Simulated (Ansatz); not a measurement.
# C2H9AsSi: the cost of one run

All numbers below are computed with Ansatz 0.2.0 (RKS BLYP-D4/def2-SVP).

### 1 The starting structure

Bond lengths: C1–Si2 1.826 Å, Si2–C3 1.848 Å, C3–As4 1.962 Å, C1–H5 1.065 Å, C1–H6 1.176 Å, C1–H7 1.111 Å, Si2–H8 1.447 Å, Si2–H9 1.476 Å, C3–H10 1.159 Å, C3–H11 1.102 Å, As4–H12 1.505 Å, As4–H13 1.614 Å. Angles (14 of 21 angles, heavy atoms first): C1–Si2–C3 109.5°, Si2–C3–As4 113.6°, C1–Si2–H8 111.9°, C1–Si2–H9 106.3°, C3–Si2–H8 107.3°, C3–Si2–H9 109.8°, Si2–C1–H5 113.4°, Si2–C1–H6 109.9°, Si2–C1–H7 110.8°, Si2–C3–H10 108.9°, Si2–C3–H11 109.8°, As4–C3–H10 107.8°, As4–C3–H11 109.9°, C3–As4–H12 94.8°.

Coordinates:

```xyz
13

C    -1.2565    0.3523    1.4307
Si   -0.5590   -0.8780    0.2751
C     1.0731   -0.2800   -0.3529
As    0.9456    1.3450   -1.4442
H    -0.6155    0.5721    2.2526
H    -1.4677    1.3604    0.8639
H    -2.2496    0.0244    1.8052
H    -1.4135   -1.0842   -0.8738
H    -0.3710   -2.1183    1.0534
H     1.7595   -0.0459    0.5513
H     1.5674   -1.0795   -0.9272
H     2.3565    1.2592   -1.9622
H     0.2511    0.5376   -2.6571
```

### 2 End point A

input.yaml reads:

```yaml
crystal:
  periodic: [false, false, false]
  atoms:
    - { symbol: C, position_ang: [-1.2565, 0.3523, 1.4307] }
    - { symbol: Si, position_ang: [-0.559, -0.878, 0.2751] }
    - { symbol: C, position_ang: [1.0731, -0.28, -0.3529] }
    - { symbol: As, position_ang: [0.9456, 1.345, -1.4442] }
    - { symbol: H, position_ang: [-0.6155, 0.5721, 2.2526] }
    - { symbol: H, position_ang: [-1.4677, 1.3604, 0.8639] }
    - { symbol: H, position_ang: [-2.2496, 0.0244, 1.8052] }
    - { symbol: H, position_ang: [-1.4135, -1.0842, -0.8738] }
    - { symbol: H, position_ang: [-0.371, -2.1183, 1.0534] }
    - { symbol: H, position_ang: [1.7595, -0.0459, 0.5513] }
    - { symbol: H, position_ang: [1.5674, -1.0795, -0.9272] }
    - { symbol: H, position_ang: [2.3565, 1.2592, -1.9622] }
    - { symbol: H, position_ang: [0.2511, 0.5376, -2.6571] }
basis:
  gaussian: { orbitals: def2-SVP }
hamiltonian:
  xc: blyp
  dispersion: d4
relax:
  f_tol: 0.015
  max_steps: 40
```

Launch:

```sh
$ ansatz run input.yaml --threads 2 --pin off --max-ram 3072MiB --backend cpu --events-out ev --progress --plain --runs-dir out
```

**Question.** How long does this run take on 2 threads of Arm Neoverse V1, shared host, and how much memory does it need?

About 37 s, with a peak of 0.17 GiB.
